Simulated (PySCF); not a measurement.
# PdCl6 (-2): NMR shieldings

Wanted: NMR shieldings for PdCl6 (-2) (`[Cl][Pd-2]([Cl])([Cl])([Cl])([Cl])[Cl]`).

Computed with PySCF 2.14.0 and routines of our own; the level stands in each step. Atoms count from 0.

3 further runs of the same task are left out: 3 for a basis unfit for spin-orbit shieldings.

### 1 The starting structure

7 atoms, charge -2, multiplicity 1; geometry from: GFN2-xTB.

### 2 NMR shieldings: PBE/x2c-SVPall-2c Pd:us-x2c-SVPall-2c, spin-free

The job: settings as JSON, then the geometry in Å.

```
{"job": {"xc": "PBE", "basis": {"default": "x2c-SVPall-2c", "Pd": "us-x2c-SVPall-2c"}, "rel": "sf", "kind": "hnmr"}, "charge": -2, "multiplicity": 1}
Pd    -0.000340    -0.001440    -0.000370
Cl    -0.019440    -0.010770     2.324430
Cl     0.020150     0.009590    -2.325130
Cl     2.324330     0.003820     0.019590
Cl    -2.325520     0.004170    -0.022160
Cl    -0.008000     2.322150     0.011450
Cl     0.008820    -2.327520    -0.007800
```

With the program's defaults for keys left out, this is: PBE/x2c-SVPall-2c Pd:us-x2c-SVPall-2c GIAO NMR shielding, spin-free X2C, Gaussian nuclei, gas phase.

Started as:

```console
$ OMP_NUM_THREADS=1 python heavy_run.py task.json out
```

This one command runs all jobs of the session in turn.

The log of the run:

```text
spin-free SCF
coarse grid: 46072 points
cycle   1  E = -7810.2743780105  dE =  1.995e+00  |g| = 3.518e+00  |ddm| = 4.357e+00
cycle   2  E = -7799.3438073805  dE =  1.093e+01  |g| = 9.788e+00  |ddm| = 1.583e+01
cycle   3  E = -7810.2390189504  dE = -1.090e+01  |g| = 3.574e+00  |ddm| = 1.298e+01
cycle   4  E = -7810.9786972868  dE = -7.397e-01  |g| = 2.122e+00  |ddm| = 4.205e+00
cycle   5  E = -7812.4540877088  dE = -1.475e+00  |g| = 5.104e-01  |ddm| = 3.371e+00
cycle   6  E = -7812.4762020572  dE = -2.211e-02  |g| = 4.046e-01  |ddm| = 6.068e-01
cycle   7  E = -7812.5054380864  dE = -2.924e-02  |g| = 1.372e-01  |ddm| = 3.125e-01
cycle   8  E = -7812.5069719544  dE = -1.534e-03  |g| = 8.797e-02  |ddm| = 1.782e-01
cycle   9  E = -7812.5081204345  dE = -1.148e-03  |g| = 5.097e-02  |ddm| = 1.501e-01
cycle  10  E = -7812.5088222903  dE = -7.019e-04  |g| = 9.568e-03  |ddm| = 7.428e-02
cycle  11  E = -7812.5088417433  dE = -1.945e-05  |g| = 3.256e-03  |ddm| = 1.484e-02
cycle  12  E = -7812.5088436035  dE = -1.860e-06  |g| = 1.499e-03  |ddm| = 5.075e-03
final grid: 84880 points
cycle  13  E = -7812.5086358259  dE =  4.571e-06  |g| = 4.927e-03  |ddm| = 6.795e-03
cycle  14  E = -7812.5085606031  dE =  7.522e-05  |g| = 2.136e-02  |ddm| = 2.103e-02
cycle  15  E = -7812.5086394887  dE = -7.889e-05  |g| = 2.366e-03  |ddm| = 1.465e-02
cycle  16  E = -7812.5086410105  dE = -1.522e-06  |g| = 5.502e-04  |ddm| = 3.800e-03
cycle  17  E = -7812.5086410947  dE = -8.424e-08  |g| = 3.134e-05  |ddm| = 7.254e-04
cycle  18  E = -7812.5086410949  dE = -1.965e-10  |g| = 6.471e-06  |ddm| = 4.426e-05
converged SCF energy = -7812.5086410949
check of the scalar solution
cycle   1  E = -7812.5086410949  dE = -7.813e+03  |FDS-SDF| = 6.471e-06
cycle   2  E = -7812.5086410949  dE =  3.820e-11  |FDS-SDF| = 1.993e-05
converged, E = -7812.5086410949

Field gradients (au) and densities at the nuclei (bohr^-3)
atom        Vxx        Vyy        Vzz        centre      nuclear mean
  0 Pd    -0.0004    -0.0042     0.0046     107652.879     107536.116
  1 Cl    -1.5992    -1.6016     3.2008       3055.625       3055.584
  2 Cl    -1.5984    -1.6007     3.1991       3055.624       3055.583
  3 Cl    -1.6007    -1.6008     3.2016       3055.625       3055.584
  4 Cl    -1.5993    -1.5994     3.1987       3055.625       3055.584
  5 Cl    -1.6020    -1.6045     3.2065       3055.625       3055.584
  6 Cl    -1.5954    -1.5979     3.1933       3055.624       3055.583
without picture change
  0 Pd                           0.0041                    181532.028

Core orbital energies (eV)
atom   shell        mean    spread
  0 Pd 1s       -24120.042   0.000
  0 Pd 2s        -3520.261   0.000
  0 Pd 3s         -632.833   0.000
  0 Pd 4s          -82.658   0.000
  0 Pd 2p        -3157.365   0.001
  0 Pd 3p         -513.240   0.001
  0 Pd 4p          -48.388   0.004
  0 Pd 3d         -322.916   0.152
  1 Cl 1s        -2736.711   0.000
  1 Cl 2s         -241.150   0.000
  1 Cl 2p         -180.208   0.265
  2 Cl 1s        -2736.711   0.000
  2 Cl 2s         -241.150   0.000
  2 Cl 2p         -180.208   0.265
  3 Cl 1s        -2736.711   0.000
  3 Cl 2s         -241.150   0.000
  3 Cl 2p         -180.208   0.265
  4 Cl 1s        -2736.710   0.000
  4 Cl 2s         -241.149   0.000
  4 Cl 2p         -180.207   0.265
  5 Cl 1s        -2736.713   0.000
  5 Cl 2s         -241.152   0.000
  5 Cl 2p         -180.210   0.265
  6 Cl 1s        -2736.708   0.000
  6 Cl 2s         -241.147   0.000
  6 Cl 2p         -180.205   0.264

Shielding tensors (ppm)
atom      isotropic    diamagn.    paramagn.     s11        s22        s33       span
  0 Pd    -1454.88     4569.79    -6024.67   -1460.64   -1455.14   -1448.86      11.78
  1 Cl      613.02     1148.92     -535.91     390.20     390.48    1058.37     668.17
  2 Cl      613.91     1148.92     -535.01     391.16     392.08    1058.50     667.34
  3 Cl      612.90     1148.92     -536.02     390.14     390.23    1058.35     668.21
  4 Cl      613.45     1148.92     -535.47     390.85     390.96    1058.55     667.71
  5 Cl      612.36     1148.93     -536.57     389.06     390.07    1057.95     668.89
  6 Cl      614.62     1148.92     -534.30     392.34     392.63    1058.90     666.56
```

It took 61 s on 1 thread of Intel Xeon Platinum 8259CL at 2.50GHz, shared host; peak memory 1.1 GiB.

### 3 NMR shieldings: PBE/x2c-SVPall-2c Pd:us-x2c-SVPall-2c in water, spin-free

The job: settings as JSON, then the geometry in Å.

```
{"job": {"xc": "PBE", "basis": {"default": "x2c-SVPall-2c", "Pd": "us-x2c-SVPall-2c"}, "rel": "sf", "solvent": "water", "kind": "hnmr"}, "charge": -2, "multiplicity": 1}
Pd    -0.000340    -0.001440    -0.000370
Cl    -0.019440    -0.010770     2.324430
Cl     0.020150     0.009590    -2.325130
Cl     2.324330     0.003820     0.019590
Cl    -2.325520     0.004170    -0.022160
Cl    -0.008000     2.322150     0.011450
Cl     0.008820    -2.327520    -0.007800
```

With the program's defaults for keys left out, this is: PBE/x2c-SVPall-2c Pd:us-x2c-SVPall-2c GIAO NMR shielding, spin-free X2C, Gaussian nuclei, IEF-PCM water.

The log of the run:

```text
spin-free SCF
coarse grid: 46072 points
cycle   1  E = -7810.5537627484  dE =  1.717e+00  |g| = 3.516e+00  |ddm| = 4.357e+00
cycle   2  E = -7799.9422250351  dE =  1.061e+01  |g| = 9.687e+00  |ddm| = 1.582e+01
cycle   3  E = -7810.5600517793  dE = -1.062e+01  |g| = 3.556e+00  |ddm| = 1.290e+01
cycle   4  E = -7811.4575572714  dE = -8.975e-01  |g| = 2.023e+00  |ddm| = 4.175e+00
cycle   5  E = -7812.7544242301  dE = -1.297e+00  |g| = 5.099e-01  |ddm| = 3.195e+00
cycle   6  E = -7812.7751210791  dE = -2.070e-02  |g| = 3.815e-01  |ddm| = 4.875e-01
cycle   7  E = -7812.8011204527  dE = -2.600e-02  |g| = 1.249e-01  |ddm| = 2.540e-01
cycle   8  E = -7812.8024688925  dE = -1.348e-03  |g| = 7.409e-02  |ddm| = 9.706e-02
cycle   9  E = -7812.8034614481  dE = -9.926e-04  |g| = 2.367e-02  |ddm| = 6.946e-02
cycle  10  E = -7812.8035529446  dE = -9.150e-05  |g| = 1.182e-02  |ddm| = 4.165e-02
cycle  11  E = -7812.8035908679  dE = -3.792e-05  |g| = 1.682e-03  |ddm| = 1.814e-02
cycle  12  E = -7812.8035915773  dE = -7.094e-07  |g| = 1.833e-04  |ddm| = 2.021e-03
final grid: 84880 points
cycle  13  E = -7812.8033834605  dE = -3.072e-08  |g| = 6.866e-04  |ddm| = 1.698e-03
cycle  14  E = -7812.8033822900  dE =  1.170e-06  |g| = 2.895e-03  |ddm| = 2.061e-03
cycle  15  E = -7812.8033835185  dE = -1.229e-06  |g| = 1.827e-04  |ddm| = 1.751e-03
cycle  16  E = -7812.8033835261  dE = -7.580e-09  |g| = 4.035e-05  |ddm| = 2.488e-04
converged SCF energy = -7812.8033835261
check of the scalar solution
cycle   1  E = -7812.8033835261  dE = -7.813e+03  |FDS-SDF| = 4.035e-05
cycle   2  E = -7812.8033835244  dE =  1.706e-09  |FDS-SDF| = 8.629e-05
converged, E = -7812.8033835244

Field gradients (au) and densities at the nuclei (bohr^-3)
atom        Vxx        Vyy        Vzz        centre      nuclear mean
  0 Pd    -0.0004    -0.0042     0.0046     107652.976     107536.213
  1 Cl    -1.5664    -1.5691     3.1355       3055.679       3055.638
  2 Cl    -1.5658    -1.5683     3.1341       3055.679       3055.638
  3 Cl    -1.5683    -1.5685     3.1368       3055.679       3055.638
  4 Cl    -1.5666    -1.5666     3.1332       3055.679       3055.638
  5 Cl    -1.5695    -1.5723     3.1418       3055.679       3055.638
  6 Cl    -1.5625    -1.5653     3.1278       3055.679       3055.638
without picture change
  0 Pd                           0.0040                    181532.195

Core orbital energies (eV)
atom   shell        mean    spread
  0 Pd 1s       -24127.895   0.000
  0 Pd 2s        -3528.115   0.000
  0 Pd 3s         -640.692   0.000
  0 Pd 4s          -90.528   0.000
  0 Pd 2p        -3165.219   0.001
  0 Pd 3p         -521.098   0.001
  0 Pd 4p          -56.261   0.004
  0 Pd 3d         -330.774   0.151
  1 Cl 1s        -2744.663   0.000
  1 Cl 2s         -249.098   0.000
  1 Cl 3s          -18.611   0.000
  1 Cl 2p         -188.157   0.258
  2 Cl 1s        -2744.664   0.000
  2 Cl 2s         -249.100   0.000
  2 Cl 3s          -18.611   0.000
  2 Cl 2p         -188.158   0.257
  3 Cl 1s        -2744.665   0.000
  3 Cl 2s         -249.100   0.000
  3 Cl 3s          -18.612   0.000
  3 Cl 2p         -188.159   0.258
  4 Cl 1s        -2744.662   0.000
  4 Cl 2s         -249.098   0.000
  4 Cl 3s          -18.609   0.000
  4 Cl 2p         -188.156   0.257
  5 Cl 1s        -2744.665   0.000
  5 Cl 2s         -249.101   0.000
  5 Cl 3s          -18.616   0.000
  5 Cl 2p         -188.160   0.258
  6 Cl 1s        -2744.661   0.000
  6 Cl 2s         -249.097   0.000
  6 Cl 3s          -18.606   0.000
  6 Cl 2p         -188.155   0.257

Shielding tensors (ppm)
atom      isotropic    diamagn.    paramagn.     s11        s22        s33       span
  0 Pd    -1329.34     4570.85    -5900.18   -1335.38   -1329.56   -1323.07      12.32
  1 Cl      642.88     1148.83     -505.94     438.99     439.11    1050.55     611.56
  2 Cl      643.74     1148.83     -505.09     439.87     440.66    1050.68     610.81
  3 Cl      642.69     1148.83     -506.14     438.72     438.82    1050.53     611.81
  4 Cl      643.37     1148.83     -505.46     439.64     439.75    1050.73     611.10
  5 Cl      641.94     1148.83     -506.89     437.41     438.29    1050.13     612.72
  6 Cl      644.68     1148.83     -504.14     441.37     441.60    1051.08     609.71
```

Wall time 69 s (1 thread of Intel Xeon Platinum 8259CL at 2.50GHz, shared host); peak memory 1.1 GiB.

### 4 NMR shieldings: PBE/x2c-SVPall-2c Pd:us-x2c-SVPall-2c in dichloromethane, spin-free

The job: settings as JSON, then the geometry in Å.

```
{"job": {"xc": "PBE", "basis": {"default": "x2c-SVPall-2c", "Pd": "us-x2c-SVPall-2c"}, "rel": "sf", "solvent": "dichloromethane", "kind": "hnmr"}, "charge": -2, "multiplicity": 1}
Pd    -0.000340    -0.001440    -0.000370
Cl    -0.019440    -0.010770     2.324430
Cl     0.020150     0.009590    -2.325130
Cl     2.324330     0.003820     0.019590
Cl    -2.325520     0.004170    -0.022160
Cl    -0.008000     2.322150     0.011450
Cl     0.008820    -2.327520    -0.007800
```

Method: PBE/x2c-SVPall-2c Pd:us-x2c-SVPall-2c GIAO NMR shielding, spin-free X2C, Gaussian nuclei, IEF-PCM dichloromethane.

The log of the run:

```text
spin-free SCF
coarse grid: 46072 points
cycle   1  E = -7810.5249161312  dE =  1.746e+00  |g| = 3.517e+00  |ddm| = 4.357e+00
cycle   2  E = -7799.8321202069  dE =  1.069e+01  |g| = 9.710e+00  |ddm| = 1.583e+01
cycle   3  E = -7810.5204663030  dE = -1.069e+01  |g| = 3.562e+00  |ddm| = 1.293e+01
cycle   4  E = -7811.3906185438  dE = -8.702e-01  |g| = 2.045e+00  |ddm| = 4.186e+00
cycle   5  E = -7812.7233123402  dE = -1.333e+00  |g| = 5.079e-01  |ddm| = 3.217e+00
cycle   6  E = -7812.7431910574  dE = -1.988e-02  |g| = 3.854e-01  |ddm| = 4.933e-01
cycle   7  E = -7812.7698083370  dE = -2.662e-02  |g| = 1.251e-01  |ddm| = 2.587e-01
cycle   8  E = -7812.7710426488  dE = -1.234e-03  |g| = 7.778e-02  |ddm| = 1.047e-01
cycle   9  E = -7812.7721243773  dE = -1.082e-03  |g| = 2.731e-02  |ddm| = 7.777e-02
cycle  10  E = -7812.7722618254  dE = -1.374e-04  |g| = 1.188e-02  |ddm| = 4.571e-02
cycle  11  E = -7812.7723001333  dE = -3.831e-05  |g| = 1.599e-03  |ddm| = 1.804e-02
cycle  12  E = -7812.7723007611  dE = -6.278e-07  |g| = 2.555e-04  |ddm| = 1.946e-03
final grid: 84880 points
cycle  13  E = -7812.7720936113  dE =  9.060e-09  |g| = 8.548e-04  |ddm| = 1.809e-03
cycle  14  E = -7812.7720918189  dE =  1.792e-06  |g| = 3.545e-03  |ddm| = 2.737e-03
cycle  15  E = -7812.7720936997  dE = -1.881e-06  |g| = 3.198e-04  |ddm| = 2.208e-03
cycle  16  E = -7812.7720937238  dE = -2.415e-08  |g| = 5.833e-05  |ddm| = 4.357e-04
cycle  17  E = -7812.7720937248  dE = -9.368e-10  |g| = 1.046e-05  |ddm| = 9.296e-05
converged SCF energy = -7812.7720937248
check of the scalar solution
cycle   1  E = -7812.7720937248  dE = -7.813e+03  |FDS-SDF| = 1.046e-05
cycle   2  E = -7812.7720937245  dE =  2.983e-10  |FDS-SDF| = 4.029e-05
converged, E = -7812.7720937245

Field gradients (au) and densities at the nuclei (bohr^-3)
atom        Vxx        Vyy        Vzz        centre      nuclear mean
  0 Pd    -0.0004    -0.0042     0.0046     107652.958     107536.195
  1 Cl    -1.5721    -1.5749     3.1469       3055.668       3055.627
  2 Cl    -1.5713    -1.5739     3.1451       3055.668       3055.627
  3 Cl    -1.5739    -1.5740     3.1479       3055.668       3055.627
  4 Cl    -1.5723    -1.5724     3.1447       3055.668       3055.627
  5 Cl    -1.5753    -1.5781     3.1534       3055.669       3055.628
  6 Cl    -1.5680    -1.5708     3.1388       3055.668       3055.627
without picture change
  0 Pd                           0.0040                    181532.164

Core orbital energies (eV)
atom   shell        mean    spread
  0 Pd 1s       -24127.074   0.000
  0 Pd 2s        -3527.294   0.000
  0 Pd 3s         -639.870   0.000
  0 Pd 4s          -89.704   0.000
  0 Pd 2p        -3164.398   0.001
  0 Pd 3p         -520.275   0.001
  0 Pd 4p          -55.436   0.004
  0 Pd 3d         -329.952   0.151
  1 Cl 1s        -2743.824   0.000
  1 Cl 2s         -248.260   0.000
  1 Cl 3s          -17.773   0.000
  1 Cl 2p         -187.318   0.259
  2 Cl 1s        -2743.824   0.000
  2 Cl 2s         -248.260   0.000
  2 Cl 3s          -17.773   0.000
  2 Cl 2p         -187.319   0.259
  3 Cl 1s        -2743.824   0.000
  3 Cl 2s         -248.260   0.000
  3 Cl 3s          -17.774   0.000
  3 Cl 2p         -187.319   0.259
  4 Cl 1s        -2743.823   0.000
  4 Cl 2s         -248.260   0.000
  4 Cl 3s          -17.772   0.000
  4 Cl 2p         -187.318   0.259
  5 Cl 1s        -2743.826   0.000
  5 Cl 2s         -248.262   0.000
  5 Cl 3s          -17.778   0.000
  5 Cl 2p         -187.321   0.259
  6 Cl 1s        -2743.821   0.000
  6 Cl 2s         -248.258   0.000
  6 Cl 3s          -17.769   0.000
  6 Cl 2p         -187.316   0.258

Shielding tensors (ppm)
atom      isotropic    diamagn.    paramagn.     s11        s22        s33       span
  0 Pd    -1351.60     4570.63    -5922.23   -1357.69   -1351.81   -1345.29      12.40
  1 Cl      638.11     1148.84     -510.73     430.96     431.06    1052.32     621.36
  2 Cl      639.02     1148.84     -509.83     431.89     432.71    1052.44     620.55
  3 Cl      637.93     1148.84     -510.91     430.69     430.82    1052.30     621.61
  4 Cl      638.63     1148.84     -510.21     431.62     431.77    1052.50     620.88
  5 Cl      637.12     1148.84     -511.72     429.29     430.17    1051.91     622.62
  6 Cl      640.00     1148.84     -508.84     433.45     433.70    1052.84     619.38
```

It took 62 s on 1 thread of Intel Xeon Platinum 8259CL at 2.50GHz, shared host; peak memory 1.1 GiB.

### 5 Shieldings side by side

```tsv
run	Pd0	Cl6	Cl4	Cl1	Cl2	Cl3	Cl5	time
step 2, PBE/x2c-SVPall-2c Pd:us-x2c-SVPall-2c, spin-free	-1454.9	614.6	613.5	613.0	613.9	612.9	612.4	61 s
step 3, PBE/x2c-SVPall-2c Pd:us-x2c-SVPall-2c in water, spin-free	-1329.3	644.7	643.4	642.9	643.7	642.7	641.9	69 s
step 4, PBE/x2c-SVPall-2c Pd:us-x2c-SVPall-2c in dichloromethane, spin-free	-1351.6	640.0	638.6	638.1	639.0	637.9	637.1	62 s
```

### 6 Summary of results

| quantity | value |
| --- | --- |
| shieldings (step 2, PBE/x2c-SVPall-2c Pd:us-x2c-SVPall-2c, spin-free) | Pd0 -1454.9, Cl1 613.0, Cl2 613.9, Cl3 612.9, Cl4 613.5, Cl5 612.4, Cl6 614.6 ppm |
| shieldings (step 3, PBE/x2c-SVPall-2c Pd:us-x2c-SVPall-2c in water, spin-free) | Pd0 -1329.3, Cl1 642.9, Cl2 643.7, Cl3 642.7, Cl4 643.4, Cl5 641.9, Cl6 644.7 ppm |
| shieldings (step 4, PBE/x2c-SVPall-2c Pd:us-x2c-SVPall-2c in dichloromethane, spin-free) | Pd0 -1351.6, Cl1 638.1, Cl2 639.0, Cl3 637.9, Cl4 638.6, Cl5 637.1, Cl6 640.0 ppm |

In words: In step 2 the highest level lies above zero, so the outer electrons are held by the basis. A continuum can't give the shift that close solvent molecules cause at an ion. Pd0 moves most between the runs, by 126 ppm; the labels say what changes from run to run. No run holds spin-orbit coupling, which is large for shieldings at and beside heavy atoms. The geometry comes from tight binding, which is rough for metal atoms, and these values hang on it.
